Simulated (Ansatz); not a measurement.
The system is Li2RuN2.

```
CELL_PARAMETERS angstrom
3.16423 0.00000 0.00000
-1.58212 2.74031 0.00000
0.00000 0.00000 5.21145
ATOMIC_POSITIONS crystal
Ru 0.00000 0.00000 0.00000
N 0.33333 0.66667 0.21301
N 0.66667 0.33333 0.78699
Li 0.33333 0.66667 0.63982
Li 0.66667 0.33333 0.36018
```

The cell comes from a database or a generator and needn't be the stable form of this composition.

| Item | Value |
| --- | --- |
| Program | Ansatz 0.2.0 |
| Task | single point |
| Functional | PBE |
| Potentials or basis | Ansatz PAW |
| Cutoff | 420 eV (not typed: the program's choice for these potentials) |
| k mesh | 10 × 10 × 5 |
| Occupations | fermi-dirac, width 0.05 eV |
| Spin | no spin polarisation |

On this cell: pressure -2.7 GPa; largest force 0.155 eV/Å; band gap on the k mesh none (metal or under the smearing width).

The same run follows on a disturbed copy (atoms moved at random, drawn with an rms of 0.05 Å):

```
CELL_PARAMETERS angstrom
3.16423 0.00000 0.00000
-1.58212 2.74031 0.00000
0.00000 0.00000 5.21145
ATOMIC_POSITIONS crystal
Ru 0.99816 0.99147 0.00154
N 0.32071 0.65812 0.21437
N 0.64709 0.30356 0.79187
Li 0.34231 0.67370 0.64077
Li 0.67432 0.34285 0.35366
```

Task: What changes?

Result: The energy (extrapolated to zero smearing) moves by +8.5 meV/atom; pressure -1.3 GPa; largest force 0.731 eV/Å; band gap on the k mesh none (metal or under the smearing width).

Forces in eV/Å, atoms in the order of the input:
```
Ru  -0.313 -0.205 -0.116
N    0.340  0.179 -0.116
N    0.222  0.692  0.082
Li  -0.091 -0.413  0.000
Li  -0.157 -0.253  0.151
```

Stress tensor (GPa, compression positive):
```
-1.18  0.03 -0.18
 0.03 -2.10 -0.43
-0.18 -0.43 -0.55
```
